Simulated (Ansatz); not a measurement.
# LiSi16: the cost of one run

Program: Ansatz 0.2.0. Level of theory: DFT LDA, plane waves, PAW, scalar-relativistic, no spin polarisation. These are calculated values, not measurements.

### 1 The starting structure

The cell holds 17 atoms (LiSi16): a = 7.679 Å, b = 7.679 Å, c = 7.679 Å, α = 60.00°, β = 60.00°, γ = 60.00°.

Its coordinates follow in the input file.

### 2 Preparing the start

File input.yaml:

```yaml
accuracy: low
crystal:
  lattice:
    - [0.0, 5.43, 5.43]
    - [5.43, 0.0, 5.43]
    - [5.43, 5.43, 0.0]
  atoms:
    - { symbol: Si, position: [0.0, 0.0, 0.0] }
    - { symbol: Si, position: [0.125, 0.125, 0.125] }
    - { symbol: Si, position: [0.0, 0.0, 0.5] }
    - { symbol: Si, position: [0.125, 0.125, 0.625] }
    - { symbol: Si, position: [0.0, 0.5, 0.0] }
    - { symbol: Si, position: [0.125, 0.625, 0.125] }
    - { symbol: Si, position: [0.0, 0.5, 0.5] }
    - { symbol: Si, position: [0.125, 0.625, 0.625] }
    - { symbol: Si, position: [0.5, 0.0, 0.0] }
    - { symbol: Si, position: [0.625, 0.125, 0.125] }
    - { symbol: Si, position: [0.5, 0.0, 0.5] }
    - { symbol: Si, position: [0.625, 0.125, 0.625] }
    - { symbol: Si, position: [0.5, 0.5, 0.0] }
    - { symbol: Si, position: [0.625, 0.625, 0.125] }
    - { symbol: Si, position: [0.5, 0.5, 0.5] }
    - { symbol: Si, position: [0.625, 0.625, 0.625] }
    - { symbol: Li, position: [0.2511643, 0.7519258, 0.747014] }
total_charge: 1
basis:
  ecutwfc: 420.0
kpoints:
  mp_grid: { grid: [2, 2, 2] }
hamiltonian:
  xc: lda
  pseudopotentials: { kind: paw, azcp: { folder: soft_1 } }
scf:
  occupations: { method: fermi_dirac, width: 0.05 }
  lower_state_search: "off"
relax:
  f_tol: 0.08
  max_steps: 25
  adjacent_minimum: "off"
```

On the command line:

```console
$ ansatz run input.yaml --threads 1 --pin off --max-ram 3072MiB --backend cpu --events-out ev --progress --plain --runs-dir out
```

**Question.** How long does this run take on 1 thread of Arm Neoverse V2, shared host, and how much memory does it need?

About 12 s, with a peak of 0.46 GiB.
